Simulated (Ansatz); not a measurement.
# VWC2 (R-3m) in Ansatz: notebook, part 2 of 3

Ansatz 0.2.0. The steps go on from the part before.

## 3. Projected density of states, PBE+U, collinear spin, ferromagnetic start

input.yaml reads:

```yaml
crystal:
  lattice:
    - [1.5170411163, 0.8758640969, 4.933893193]
    - [-1.5170411163, 0.8758640969, 4.933893193]
    - [0.0, -1.7517281937, 4.933893193]
  atoms:
    - { symbol: W, position: [0.0, 0.0, 0.0] }
    - { symbol: V, position: [0.5, 0.5, 0.5], spin: 2.0 }
    - { symbol: C, position: [0.246494, 0.246494, 0.246494] }
    - { symbol: C, position: [0.753506, 0.753506, 0.753506] }
hamiltonian:
  xc: pbe
  pseudopotentials: { kind: paw }
  hubbard:
    sites: [{ species: V, l: d, u_eff: 4.0 }, { species: W, l: d, u_eff: 4.0 }]
magnetization:
  spin_polarized: true
kpoints:
  mp_grid: { grid: [10, 10, 10] }
scf:
  occupations: { method: fermi_dirac, width: 0.05 }
  n_extra_bands: 10
output:
  forces: true
  stress: true
  eigenvalues: true
  dos: { projected: true, de: 0.05, nscf_kmesh: { grid: [15, 15, 15] } }
  write_density: true
  write_potential: true
  elf: true
  volumetric_format: npy
```

Potentials or basis: Ansatz PAW.

Run with:

```console
ansatz run input.yaml --threads 2 --pin off --max-ram 5632MiB --backend cpu --events-out ev --progress --plain --runs-dir out
```

The log of the run:

```text
Warning: RAYON_NUM_THREADS=2 ignored (pool sized by the plan → 2); use --threads N
basis.fft_grid_basis auto: the FFT boxes are laid along the combinations [[1, -1, 0], [0, 1, 0], [0, -1, 1]] of the cell's own vectors, 3.034, 5.236 and 3.034 Å long. The dense box has 24×36×24 points. Along the cell's own vectors, as sized, it would have 36×36×36, 2.25 times as many. Of the 12 symmetry operations that the crystal satisfies within crystal.symmetry.tolerance (time reversal apart; of a slab, those that keep its plane) the dense box along the cell's own vectors carries 12, and the one as laid loses 8 of those. basis.fft_grid_basis: typed keeps the cell's own vectors: state it where this run's energies or levels are differenced outside the engine with another run's, or held beside a run that keeps those vectors. Those combinations have planes normal to reciprocal vector 3, as the cell's own vectors have. Each planar average written beside output.write_density, output.write_potential has a row for each plane of the box: 24. The volumetric files lie along those combinations, not along the cell's own vectors: a cube or XSF file states them, and fields.json those of NumPy files.
W: projections on atomic orbitals take those of the free atom [Kr 4d10 4f14] 5s2 5p6 5d4 6s2, of charge +0.00 (hamiltonian.pseudopotentials.projection_atoms); the dataset's partial waves leave at most 6.5e-5 of an orbital's norm unspanned inside its sphere
V: projections on atomic orbitals take those of the free atom [Ne] 3s2 3p6 3d3 4s2, of charge +0.00 (hamiltonian.pseudopotentials.projection_atoms); the dataset's partial waves leave at most 5.8e-7 of an orbital's norm unspanned inside its sphere
C: projections on atomic orbitals take those of the free atom [He] 2s2 2p2, of charge +0.00 (hamiltonian.pseudopotentials.projection_atoms); the dataset's partial waves leave at most 3.7e-9 of an orbital's norm unspanned inside its sphere
scf.n_extra_bands = 10 over 18 filled bands (N_el = 35.0): the run solves 28 bands
Engine: ansatz 0.2.0, aarch64-unknown-linux-gnu
Pseudopotentials: kind: paw
Pseudopotential: W, paw, valence charge 14, recommended cutoff 420 eV (normal), W.paw.azcp
Pseudopotential: V, paw, valence charge 13, recommended cutoff 420 eV (normal), V.paw.azcp
Pseudopotential: C, paw, valence charge 4, recommended cutoff 420 eV (normal), C.paw.azcp
Functional definition: PBE
  parameter kappa = 0.804
  parameter beta = 0.06672455060314922
  exchange = pbe_x(kappa = kappa, mu = beta*pi^2/3)
  correlation = pbe_c(beta = beta)
Crystal: 4 atoms, lattice volume = 39.335 Å³
Basis set: ecut = 420 eV, 779 PW (Γ), FFT grids on a1−a2, a2, −a2+a3, exchange–correlation on 48×72×48 points (8 copies of the dense FFT grid, shifted against one another)
Bands: 28, of which v1, the nominal top of the filled ones, is band 18 counted from 1 (17 counted from 0)
Symmetry: 12 space group operations
Space group: R-3m (ITA 166), of the structure as read, at distance tolerance 3.4e-5 Å
Magnetic group: BNS 166.97 (UNI 1327), of the structure as read, at distance tolerance 3.4e-5 Å
k-points: 116 of 1000
Non-local potential: W, projectors of the file, l = 0: 3, l = 1: 2, l = 2: 2, l = 3: 1
Non-local potential: V, projectors of the file, l = 0: 3, l = 1: 2, l = 2: 3, l = 3: 1
[... 71 lines left out ...]
Free energy (F): -13790.371716 eV
Harris-Foulkes:  -13790.371716 eV  (|F-HF|=4.98e-10)
Internal energy: -13790.362864 eV  (E = F + TS)
E sigma→0 (E₀):  -13790.367290 eV
Entropy (-TS):   -0.008852 eV (-2.213 meV/atom)
Fermi energy:    19.436914 eV
--- Per-component energies (eV) ---
  E_band       = -175.875144
  E_kinetic    = 969.529107
  E_local      = -1616.525076  (includes V_loc(G=0)·N_el)
  E_nonlocal   = 7.335357
  E_hartree    = 663.157947
  E_xc         = -496.229168
  E_vxc        = -526.931770  (∫ρ·V_xc dr)
  E_hubbard    = 8.175557  (on-site DFT+U / exact-exchange correction)
  E_vhub       = -0.249432  (the Hubbard potential's part of the band-sum identity)
  E_paw        = -9873.265430  (= ΣΔE_a)
  E_vpaw       = -335.348772  (= ΣTr[D̂ρ^β])
  E_aug_tail   = 0.000227  (compensation charges beyond the density's cutoff)
  E_ewald      = -3452.541385
  E_smearing   = -0.008852  (= −TS)
  E_closure    = 0.000000  (closes the sum)
  Σ components = -13790.371716   (vs F -13790.371716, Δ=0.00e0)
--- Forces (eV/Å), atoms counted from 1 ---
  atom   1  W     -0.00000000     0.00000000     0.00000000
  atom   2  V     -0.00000000     0.00000000    -0.00000000
  atom   3  C     -0.00000000     0.00000000     1.19426701
  atom   4  C      0.00000000    -0.00000000    -1.19426701
  max |Σ_I F_I| component: 2.31e-18 eV/Å
--- Stress (GPa, compression-positive) ---
       11.646674       0.000000       0.000000
        0.000000      11.646674       0.000000
       -0.000000       0.000000      12.747115
  P = ⅓ Tr σ = 12.0135 GPa (120.135 kbar)
--- Band table (eV; the first three rows and the last of 232) ---
  k-point 0 ↑: bands = ["-55.6444", "-45.8976", "-20.1867", "-19.6913", "-19.6913", "-19.6576", "-19.5382", "-19.5382", "4.5971", "8.9941", "11.1730", "14.0965", "14.0965", "16.6866", "16.6866", "18.4829", "19.3603", "19.3603", "19.6120", "19.6120", "19.7407", "20.3764", "20.3764", "22.4570", "25.8233", "27.4975", "27.4975", "27.9924"]
  k-point 1 ↑: bands = ["-55.6418", "-45.8952", "-20.1705", "-19.7433", "-19.7029", "-19.6611", "-19.5628", "-19.5442", "4.8432", "8.8293", "11.4596", "14.1134", "14.2369", "16.3649", "16.5961", "17.4660", "18.4194", "18.8825", "19.5958", "19.8252", "20.5319", "20.9787", "21.7178", "22.3208", "26.0300", "27.2224", "27.3604", "28.4187"]
  k-point 2 ↑: bands = ["-55.6347", "-45.8889", "-20.1265", "-19.8795", "-19.7336", "-19.6724", "-19.6251", "-19.5597", "5.5253", "8.5042", "12.1099", "14.1240", "14.5854", "15.3407", "15.9333", "16.3080", "18.3373", "18.6519", "19.5923", "19.9864", "20.9793", "22.0878", "22.2018", "23.4316", "25.3089", "26.6426", "28.5489", "29.4114"]
  k-point 115 ↓: bands = ["-55.8972", "-44.2987", "-20.2714", "-19.9640", "-19.9640", "-18.8779", "-17.7385", "-17.7385", "5.6171", "6.7526", "13.6138", "14.8903", "14.8903", "15.5361", "16.7876", "16.7876", "18.3535", "18.3535", "20.4723", "21.5110", "21.9479", "21.9479", "24.6321", "24.6321", "25.0100", "25.0100", "28.7300", "28.8241"]
Occupation matrices written to <dir>
```

dos.tsv:

```text
# E-E_F[eV]	g_bin_mean(E)[states/eV]	N(E)	g_bin_mean_up(E)	g_bin_mean_dn(E)	N_up(E)	N_dn(E)
# format = ansatz-dos/2
# fermi_ev = 19.426759
# fermi_mp_grid = 15 15 15
# fermi_mp_shift = 0 0 0
# nscf_kmesh_grid = 15 15 15
# nscf_kmesh_shift = 0 0 0
# tetrahedron_fermi_ev = 19.426735
# g_bin_mean(E): the states in a bin one row spacing wide, centred on E, divided by that spacing. States that the method places at a single energy (under output.dos.method: tetrahedron, those of a tetrahedron whose four corners have one energy) are counted whole in the row whose bin holds that energy (on the edge of two bins, in the lower row). The sum of g_bin_mean over a run of rows, times the row spacing, is the number of states from half a spacing under the first of them to half a spacing over the last (a plain sum, not the trapezoid rule).
-75.823978	0.000000e0	0.000000e0	0.000000e0	0.000000e0	0.000000e0	0.000000e0
-75.773978	0.000000e0	0.000000e0	0.000000e0	0.000000e0	0.000000e0	0.000000e0
-75.723978	0.000000e0	0.000000e0	0.000000e0	0.000000e0	0.000000e0	0.000000e0
-75.673978	0.000000e0	0.000000e0	0.000000e0	0.000000e0	0.000000e0	0.000000e0
-75.623978	0.000000e0	0.000000e0	0.000000e0	0.000000e0	0.000000e0	0.000000e0
-75.573978	0.000000e0	0.000000e0	0.000000e0	0.000000e0	0.000000e0	0.000000e0
[... 1767 lines left out ...]
12.826022	0.000000e0	5.600000e1	0.000000e0	0.000000e0	2.800000e1	2.800000e1
12.876022	0.000000e0	5.600000e1	0.000000e0	0.000000e0	2.800000e1	2.800000e1
```

Run time: 3 min. Hardware: 2 threads of Arm Neoverse V2, shared host; peak memory 1.9 GiB.

Results:

```yaml
Free_energy: -13790.3717 eV
Pressure: 12.0 GPa
Largest_force: 1.194 eV/Å
Band_gap_on_the_k_mesh: none (metal or under the smearing width)
Net_moment: 1.04 μB per cell
Absolute_moment: 2.38 μB per cell
Site_moments: W -0.34; V +1.35; C -0.03 μB
Density_of_states_at_the_Fermi_level: 1.16 states/eV per cell
```

Forces on the atoms (eV/Å):
```
W    0.000  0.000  0.000
V    0.000  0.000  0.000
C    0.000  0.000  1.194
C    0.000  0.000 -1.194
```

Stress tensor (GPa, compression positive):
```
11.65  0.00  0.00
 0.00 11.65  0.00
 0.00  0.00 12.75
```

Levels at points of the mesh, in eV from the Fermi level:
Spin up:
| k point | band 15 | band 16 | band 17 | band 18 | band 19 | band 20 | band 21 | band 22 |
| --- | --- | --- | --- | --- | --- | --- | --- | --- |
| (0.00, 0.00, 0.00) | -2.75 | -0.95 | -0.08 | -0.08 | 0.18 | 0.18 | 0.30 | 0.94 |
| (0.00, 0.00, -0.50) | -4.31 | -3.70 | -0.97 | -0.57 | -0.18 | 1.46 | 2.64 | 3.66 |
| (0.00, -0.50, -0.50) | -4.53 | -1.60 | -1.51 | -0.76 | 0.92 | 1.23 | 1.56 | 2.78 |
| (-0.50, -0.50, -0.50) | -3.64 | -3.64 | -1.82 | -1.82 | 0.16 | 0.16 | 1.07 | 1.90 |
Spin down:
```csv
k point,band 15,band 16,band 17,band 18,band 19,band 20
"(0.00, 0.00, 0.00)",-1.48,-1.13,0.17,0.17,0.19,0.63
"(0.00, 0.00, -0.50)",-3.76,-2.88,-1.09,1.40,1.83,2.69
"(0.00, -0.50, -0.50)",-3.70,-1.55,-1.54,1.78,1.93,2.16
"(-0.50, -0.50, -0.50)",-2.65,-2.65,-1.08,-1.08,1.04,2.07
```

States per cell in windows of 1 eV (zero at the Fermi level; states under -8 eV left out):
```csv
from (eV),up,down,C 2p up,C 2p down,V 3d up,V 3d down,W 5d down,W 5d up
-8.0,0.38,0.41,0.18,0.18,0.06,0.02,0.14,0.09
-7.0,0.82,0.77,0.42,0.37,0.12,0.04,0.27,0.19
-6.0,1.45,1.28,0.72,0.62,0.26,0.08,0.48,0.36
-5.0,2.01,1.65,0.84,0.81,0.54,0.21,0.54,0.56
-4.0,0.90,1.08,0.39,0.56,0.34,0.25,0.22,0.15
-3.0,0.51,0.69,0.19,0.38,0.23,0.15,0.13,0.08
-2.0,0.82,0.43,0.26,0.20,0.42,0.06,0.16,0.11
-1.0,1.04,0.63,0.26,0.21,0.62,0.07,0.32,0.13
0.0,0.87,0.56,0.13,0.17,0.31,0.10,0.26,0.39
1.0,1.67,1.19,0.29,0.23,0.79,0.31,0.60,0.53
2.0,1.32,1.54,0.30,0.24,0.31,0.76,0.48,0.64
3.0,1.27,1.42,0.34,0.21,0.30,0.94,0.18,0.52
4.0,0.82,1.72,0.21,0.27,0.34,1.19,0.14,0.10
5.0,0.44,0.90,0.15,0.21,0.06,0.36,0.14,0.15
6.0,0.67,0.69,0.21,0.22,0.06,0.12,0.18,0.22
7.0,0.82,0.86,0.27,0.28,0.06,0.10,0.24,0.27
```

Eigenvalues of the final occupation matrices:
```csv
site,spin,trace,eigenvalues
site 1,1,2.00,0.33 0.37 0.37 0.46 0.46
site 1,2,2.60,0.45 0.45 0.57 0.57 0.57
site 2,1,2.71,0.26 0.37 0.37 0.85 0.85
site 2,2,0.98,0.12 0.12 0.16 0.29 0.29
```

Caveat: the magnetic or orbital state may not be the lowest; the pressure holds a Pulay correction of +0.4 GPa for the finite cutoff; the U is typed as a test and isn't derived for this compound; forces of over 1 eV/Å show positions far from the minimum, so gaps and moduli don't describe the material at rest; the density of states is complete only up to the lowest level of the last band computed.

[end of part 2 of 3]
